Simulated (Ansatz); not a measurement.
Relaxation of a periodic cell of 17 atoms, TiSi16 (host Si, host structure diamond, interstitial Ti), to a largest force component of 0.08 eV/Å in at most 25 steps.

Method: Ansatz 0.2.0, DFT PBE-D3(BJ), scalar-relativistic, plane waves, PAW. Settings: accuracy low, PAW set soft_1, cutoff 420 eV, k mesh 2x2x2, fermi-dirac smearing 0.05 eV, no spin polarisation.

```xyz
17
Lattice="0.0000 5.4300 5.4300 5.4300 0.0000 5.4300 5.4300 5.4300 0.0000" Properties=species:S:1:pos:R:3:forces:R:3
Si 0.000 0.000 0.000 0.86 0.86 0.86
Si 1.357 1.357 1.357 0.00 0.00 0.00
Si 2.715 2.715 0.000 -0.94 -0.94 0.95
Si 4.072 4.072 1.357 0.00 0.01 0.59
Si 2.715 0.000 2.715 -1.12 1.12 -1.11
Si 4.072 1.357 4.072 0.01 0.66 0.00
Si 5.430 2.715 2.715 0.24 -0.24 -0.24
Si 6.787 4.072 4.072 -0.70 -0.02 0.00
Si 0.000 2.715 2.715 1.02 -1.02 -1.01
Si 1.357 4.072 4.072 0.62 0.02 -0.01
Si 2.715 5.430 2.715 -0.24 0.24 -0.24
Si 4.072 6.787 4.072 -0.02 -0.65 -0.02
Si 2.715 2.715 5.430 -0.25 -0.24 0.24
Si 4.072 4.072 6.787 0.00 -0.01 -0.73
Si 5.430 5.430 5.430 0.25 0.25 0.24
Si 6.787 6.787 6.787 0.00 0.00 0.01
Ti 9.487 9.503 9.475 0.26 -0.02 0.47
```

Q: Where does it end, and by what steps?

A: The run converged. Limits of this set-up: coarse k mesh, a small cell, in which the defect meets its images, a typed lattice constant that wasn't relaxed here, low accuracy level. After 2 steps the energy has fallen by 0.363 eV; Si9 moved furthest, 0.08 Å.

| step | energy less start (eV) | largest force component (eV/Å) | accepted |
| --- | --- | --- | --- |
| 0 | 0.0000 | 1.125 | yes |
| 1 | -0.3416 | 0.302 | yes |
| 2 | -0.3631 | 0.023 | yes |

```xyz
17
Lattice="0.0000 5.4300 5.4300 5.4300 0.0000 5.4300 5.4300 5.4300 0.0000" Properties=species:S:1:pos:R:3
Si 0.043 0.044 0.043
Si 1.358 1.357 1.358
Si 2.671 2.671 0.043
Si 4.072 4.073 1.393
Si 2.672 0.043 2.671
Si 4.073 1.396 4.072
Si 5.444 2.699 2.697
Si 6.748 4.071 4.071
Si 0.043 2.671 2.671
Si 1.394 4.074 4.071
Si 2.698 5.446 2.696
Si 4.070 6.749 4.070
Si 2.698 2.700 5.443
Si 4.072 4.072 6.747
Si 5.444 5.446 5.443
Si 6.786 6.788 6.784
Ti 9.502 9.502 9.501
```

Whether the end is a true minimum wasn't checked by a vibrational analysis.

Time of the run: 39 s on 1 thread of Intel(R) Xeon(R) Processor @ 2.50GHz (Skylake/Cascade Lake) (shared host), peak memory 0.58 GiB.
